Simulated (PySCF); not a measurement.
# C8H11Cl: the cost of one run

Computed with PySCF 2.14.0 and routines of our own; the level stands in each step. Atoms count from 0.

## 1. The system as given

20 atoms, charge 0, multiplicity 1; geometry from: GFN2-xTB.

## 2. Magnetic properties: GIAO B3LYP/pcSseg-1

Job settings and geometry (Å):

```
{"job": {"kind": "mag", "xc": "B3LYP", "basis": "pcSseg-1", "isotopologues": 0}, "charge": 0, "multiplicity": 1}
C      2.781903    -0.602145     0.384357
C      1.858235     0.135535    -0.200771
C      1.838355     1.505986    -0.872007
C      0.377291     1.204225    -1.113503
C      0.426673     0.003854    -0.507126
C     -0.526976    -1.102648    -0.263886
Cl    -0.162392    -2.397944    -1.481317
C     -1.990868    -0.703762    -0.390990
C     -2.417680     0.197974     0.762216
H      2.556422    -1.575648     0.786345
H      3.800528    -0.264009     0.473703
H      2.046886     2.348442    -0.213192
H      2.452529     1.587145    -1.768112
H     -0.390116     1.776391    -1.600280
H     -0.330394    -1.568440     0.706135
H     -2.140105    -0.191411    -1.342527
H     -2.605864    -1.605531    -0.394507
H     -1.816152     1.103092     0.786987
H     -3.461875     0.477670     0.648773
H     -2.301549    -0.318097     1.712641
```

Method: GIAO B3LYP/pcSseg-1 magnetisability, rotational g tensor and spin-rotation constants, non-relativistic, gas phase.

Command:

```bash
$ OMP_NUM_THREADS=1 python excited_run.py task.json out
```

One launch serves the whole session: the jobs run in the order shown.

**Question.** How long does this first job take on 1 thread of Intel Xeon Platinum 8259CL at 2.50GHz, shared host, and how much memory does it need?

About 74 s, with a peak of 1.1 GiB.
